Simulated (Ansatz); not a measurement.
# C2H6FGeN: a ladder of functionals and wavefunction methods

Aim: compute C2H6FGeN with functionals from several rungs and with coupled cluster. The yardstick is the atomisation energy at the CCSD(T) limit.

The runs use Ansatz 0.2.0, Gaussian basis; functionals in def2-TZVPP, the program's frozen cores in correlated methods.

The runs, in order: LDA (SPW92), PBE-D4, revPBE-D4, BLYP-D4, r2SCAN-D4, B97M-V, PBE0-D4, B3LYP-D4, r2SCANh-D4, r2SCAN0-D4, HSE06-D4, BHLYP-D4, CAM-B3LYP-D4, LC-ωPBE, ωB97X-V, ωB97M-V, B2PLYP, PBE-QIDH; CCSD(T)/def2-SVP; CCSD(T)/def2-TZVPP; MP2/def2-QZVPP; extrapolation to the limit; RPA on PBE.

**1. The relaxed structure**

The geometry comes from an earlier relaxation with PBE0-D4 in a triple-zeta def2 set; it is a stationary point, not always the lowest conformer.

SMILES `C[N](C)[Ge][F]`, 11 atoms, charge 0, spin multiplicity 1.

Atoms are counted from 1 here; the program's logs count them from 0.

Bond lengths: C1–N2 1.442 Å, C1–H6 1.098 Å, C1–H7 1.089 Å, C1–H8 1.098 Å, N2–C3 1.442 Å, N2–Ge4 1.821 Å, C3–H9 1.098 Å, C3–H10 1.094 Å, C3–H11 1.098 Å, Ge4–F5 1.773 Å. Angles: N2–C1–H6 110.9°, N2–C1–H7 110.1°, N2–C1–H8 110.9°, H6–C1–H7 108.7°, H6–C1–H8 107.5°, H7–C1–H8 108.7°, C1–N2–C3 114.1°, C1–N2–Ge4 126.7°, C3–N2–Ge4 119.2°, N2–C3–H9 111.4°, N2–C3–H10 110.5°, N2–C3–H11 111.4°, H9–C3–H10 107.9°, H9–C3–H11 107.6°, H10–C3–H11 107.9°, N2–Ge4–F5 96.6°.

**2. LDA**

This LDA is Slater exchange with PW92 correlation.

File in.yaml:

```yaml
crystal:
  periodic: [false, false, false]
  atoms:
    - {symbol: C, position_ang: [-0.930645, 0.657870, -0.224342]}
    - {symbol: N, position_ang: [0.338068, 0.056680, 0.103781]}
    - {symbol: C, position_ang: [0.352355, -1.381550, 0.004556]}
    - {symbol: Ge, position_ang: [1.856363, 0.926195, 0.609712]}
    - {symbol: F, position_ang: [1.189081, 2.566902, 0.531464]}
    - {symbol: H, position_ang: [-1.224300, 0.414897, -1.253759]}
    - {symbol: H, position_ang: [-0.867980, 1.740558, -0.124945]}
    - {symbol: H, position_ang: [-1.722093, 0.287975, 0.440263]}
    - {symbol: H, position_ang: [0.115389, -1.715329, -1.013778]}
    - {symbol: H, position_ang: [1.340150, -1.774033, 0.265400]}
    - {symbol: H, position_ang: [-0.380890, -1.837066, 0.682349]}
basis:
  gaussian: {orbitals: def2-TZVPP}
hamiltonian: {xc: lda}
output: {orbitals: {seedname: orbitals}}
```

The run is started by

```bash
$ ansatz run in.yaml --threads 4 --pin off --events-out ev --progress --plain --max-ram 10444MiB
```

Further steps of the session: PBE-D4 (GGA); revPBE-D4 (GGA); BLYP-D4 (GGA); r2SCAN-D4 (meta-GGA); B97M-V (meta-GGA); B3LYP-D4 (hybrid); r2SCANh-D4 (hybrid); r2SCAN0-D4 (hybrid); HSE06-D4 (hybrid); BHLYP-D4 (hybrid); CAM-B3LYP-D4 (range-separated); LC-ωPBE (range-separated); ωB97X-V (range-separated); ωB97M-V (range-separated); B2PLYP (double hybrid); PBE-QIDH (double hybrid); CCSD(T) in def2-SVP; CCSD(T) in def2-TZVPP; MP2 in def2-QZVPP; RPA on PBE orbitals.

Q: Predict the results of all the runs planned. Wanted: atomisation energy, CCSD(T)/CBS; farthest beyond LDA; mean size of error, GGA; mean size of error, meta-GGA; mean size of error, hybrid; mean size of error, range-separated; mean size of error, double hybrid; gap, smallest and largest; T1 diagnostic.

**Answer**, as computed:

```
                               quantity                                                                                                                    value
        atomisation energy, CCSD(T)/CBS                                                                                                            4104.6 kJ/mol
 functionals within 41.0 kJ/mol (1.0 %)  revPBE-D4, BLYP-D4, r2SCAN-D4, B97M-V, PBE0-D4, B3LYP-D4, r2SCANh-D4, HSE06-D4, CAM-B3LYP-D4, LC-ωPBE, ωB97X-V, ωB97M-V
                    farthest beyond LDA                                                                                                 BHLYP-D4 (-137.3 kJ/mol)
                mean size of error, GGA                                                                                                              43.1 kJ/mol
           mean size of error, meta-GGA                                                                                                               3.2 kJ/mol
             mean size of error, hybrid                                                                                                              44.7 kJ/mol
    mean size of error, range-separated                                                                                                              14.5 kJ/mol
      mean size of error, double hybrid                                                                                                              43.6 kJ/mol
              gap, smallest and largest                                                                                3.56 eV (LDA (SPW92)), 10.30 eV (LC-ωPBE)
                          T1 diagnostic                                                                                                                   0.0147
triples share of the correlation energy                                                                                                                    3.8 %
```

What this shows: The LDA atomisation energy is off by 627.1 kJ/mol (15 %): it overbinds. PBE-D4 is off by +97.6 kJ/mol. Double hybrids carry the basis error of their MP2 part in triple zeta, and no dispersion term here, so their miss is partly the set-up's. The rungs meta-GGA, range-separated miss on average by less than the doubt on the reference (41.0 kJ/mol), so they tie. Misses under about 41.0 kJ/mol are within the doubt on the reference itself, which lacks core-valence correlation, relativity and higher excitations, and its outer-core shells are covered unevenly. Hartree-Fock recovers 71 % of the binding; the rest is correlation. CCSD(T) in def2-SVP is off by -232.3 kJ/mol, which most functionals beat. Orbital gaps span 3.6 to 10.3 eV; exact exchange widens them. Correlated methods include outer-core shells of Ge, which these sets cover unevenly.
